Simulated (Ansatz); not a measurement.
Geometry optimisation, DFT PBE, scalar-relativistic, plane waves, PAW in Ansatz 0.2.0.

Input file:

```yaml
crystal:
  lattice:
    - [5.461657, 0.0, 0.0]
    - [1.604202, 5.220751, 0.0]
    - [0.0, 0.0, 16.804444]
  atoms:
    - { symbol: Ti, position: [0.0, 0.0, 0.0595081] }
    - { symbol: Ti, position: [0.3864822, 0.3864822, 0.1245818] }
    - { symbol: O, position: [0.1785187, 0.1785187, 0.1446245] }
    - { symbol: O, position: [0.0594822, 0.7134822, 0.1245818] }
    - { symbol: O, position: [0.5944457, 0.5944457, 0.1045391] }
    - { symbol: O, position: [0.7134822, 0.0594822, 0.1245818] }
    - { symbol: Ti, position: [0.7729644, 0.7729644, 0.1896555] }
    - { symbol: Ti, position: [0.1594466, 0.1594466, 0.2547292] }
    - { symbol: O, position: [0.9514831, 0.9514831, 0.2747719] }
    - { symbol: O, position: [0.8324466, 0.4864466, 0.2547292] }
    - { symbol: O, position: [0.36741, 0.36741, 0.2346865] }
    - { symbol: O, position: [0.4864466, 0.8324466, 0.2547292] }
    - { symbol: Ti, position: [0.5459287, 0.5459287, 0.3198029] }
    - { symbol: Ti, position: [0.9324109, 0.9324109, 0.3848766] }
    - { symbol: O, position: [0.7244474, 0.7244474, 0.4049193] }
    - { symbol: O, position: [0.6054109, 0.2594109, 0.3848766] }
    - { symbol: O, position: [0.1403744, 0.1403744, 0.3648339] }
    - { symbol: O, position: [0.2594109, 0.6054109, 0.3848766] }
    - { symbol: "N", position: [0.6095285, 0.2537783, 0.5507141] }
    - { symbol: F, position: [0.3478317, 0.3121066, 0.562943] }
    - { symbol: F, position: [0.7571711, 0.0030482, 0.562943] }
    - { symbol: F, position: [0.7235828, 0.44618, 0.562943] }
basis:
  ecutwfc: 420.0
kpoints:
  mp_grid: { grid: [3, 3, 1] }
hamiltonian:
  xc: pbe
  pseudopotentials: { kind: paw, azcp: { folder: soft_1 } }
scf:
  occupations: { method: gaussian, width: 0.05 }
  lower_state_search: "off"
relax:
  f_tol: 0.03
  max_steps: 60
  adjacent_minimum: "off"
  constraints: [{ sites: [0, 1, 2, 3, 4, 5] }]
output:
  write_density: true
  write_potential: true
  elf: true
  volumetric_format: npy
```

Launched with:

```bash
$ ansatz run input.yaml --threads 4 --pin off --max-ram 10240MiB --backend cpu --events-out ev --progress --plain --runs-dir out
```

Q: Where does it end, and by what steps?

A: It converged. The force dipped under the threshold on the way, but the program's further checks kept it going. Limits of this set-up: coarse k mesh, thin slab, slab without dipole correction, no dispersion correction for a molecule that may bind weakly. After 26 steps the energy has fallen by 7.612 eV; F22 moved furthest, 1.95 Å. The start is strongly strained (largest force component 8 eV/Å).

```json
{"step": "0", "energy less start (eV)": "0.0000", "largest force component (eV/Å)": "8.383", "accepted": "yes"}
{"step": "1", "energy less start (eV)": "-3.5184", "largest force component (eV/Å)": "4.480", "accepted": "yes"}
{"step": "2", "energy less start (eV)": "-6.4416", "largest force component (eV/Å)": "3.882", "accepted": "yes"}
{"step": "3", "energy less start (eV)": "-7.2529", "largest force component (eV/Å)": "1.915", "accepted": "yes"}
{"step": "4", "energy less start (eV)": "-7.4769", "largest force component (eV/Å)": "0.446", "accepted": "yes"}
{"step": "5", "energy less start (eV)": "-7.5407", "largest force component (eV/Å)": "0.284", "accepted": "yes"}
{"step": "6", "energy less start (eV)": "-7.5760", "largest force component (eV/Å)": "0.137", "accepted": "yes"}
{"step": "7", "energy less start (eV)": "-7.5920", "largest force component (eV/Å)": "0.119", "accepted": "yes"}
{"step": "8", "energy less start (eV)": "-7.5993", "largest force component (eV/Å)": "0.278", "accepted": "yes"}
{"step": "9", "energy less start (eV)": "-7.6033", "largest force component (eV/Å)": "0.192", "accepted": "yes"}
{"step": "10", "energy less start (eV)": "-7.6066", "largest force component (eV/Å)": "0.027", "accepted": "yes"}
{"step": "11", "energy less start (eV)": "-7.6066", "largest force component (eV/Å)": "0.029", "accepted": "yes"}
{"step": "12", "energy less start (eV)": "-7.6079", "largest force component (eV/Å)": "0.068", "accepted": "yes"}
{"step": "13", "energy less start (eV)": "-7.6085", "largest force component (eV/Å)": "0.056", "accepted": "yes"}
{"step": "14", "energy less start (eV)": "-7.6089", "largest force component (eV/Å)": "0.024", "accepted": "yes"}
{"step": "15", "energy less start (eV)": "-7.6089", "largest force component (eV/Å)": "0.025", "accepted": "yes"}
{"step": "16", "energy less start (eV)": "-7.6093", "largest force component (eV/Å)": "0.090", "accepted": "yes"}
{"step": "17", "energy less start (eV)": "-7.6098", "largest force component (eV/Å)": "0.050", "accepted": "yes"}
{"step": "18", "energy less start (eV)": "-7.6103", "largest force component (eV/Å)": "0.037", "accepted": "yes"}
{"step": "19", "energy less start (eV)": "-7.6068", "largest force component (eV/Å)": "0.352", "accepted": "no"}
{"step": "20", "energy less start (eV)": "-7.6107", "largest force component (eV/Å)": "0.014", "accepted": "yes"}
{"step": "21", "energy less start (eV)": "-7.6110", "largest force component (eV/Å)": "0.075", "accepted": "yes"}
{"step": "22", "energy less start (eV)": "-7.6113", "largest force component (eV/Å)": "0.047", "accepted": "yes"}
{"step": "23", "energy less start (eV)": "-7.6116", "largest force component (eV/Å)": "0.055", "accepted": "yes"}
{"step": "24", "energy less start (eV)": "-7.6118", "largest force component (eV/Å)": "0.138", "accepted": "yes"}
{"step": "25", "energy less start (eV)": "-7.6121", "largest force component (eV/Å)": "0.048", "accepted": "yes"}
{"step": "26", "energy less start (eV)": "-7.6124", "largest force component (eV/Å)": "0.016", "accepted": "yes"}
```

```xyz
22
Lattice="5.4617 0.0000 0.0000 1.6042 5.2208 0.0000 0.0000 0.0000 16.8044" Properties=species:S:1:pos:R:3
Ti 0.000 0.000 1.000
Ti 2.731 2.018 2.094
O 1.261 0.932 2.430
O 1.469 3.725 2.094
O 4.200 3.103 1.757
O 3.992 0.311 2.094
Ti 5.231 3.865 3.347
Ti 1.177 0.870 4.561
O 6.625 4.895 4.481
O 5.437 2.408 4.354
O 2.772 2.047 3.877
O 3.899 4.490 4.354
Ti 3.852 2.845 5.933
Ti 6.493 4.796 6.347
O 5.081 3.754 6.885
O 3.988 1.209 6.660
O 1.052 0.777 6.269
O 2.327 3.455 6.659
N 3.535 2.121 10.054
F 2.170 2.229 10.313
F 3.727 0.746 10.101
F 4.087 2.519 11.312
```

The run took 3.2 min on 4 threads of Arm Neoverse V2, on a shared host, peak memory 1.5 GiB.
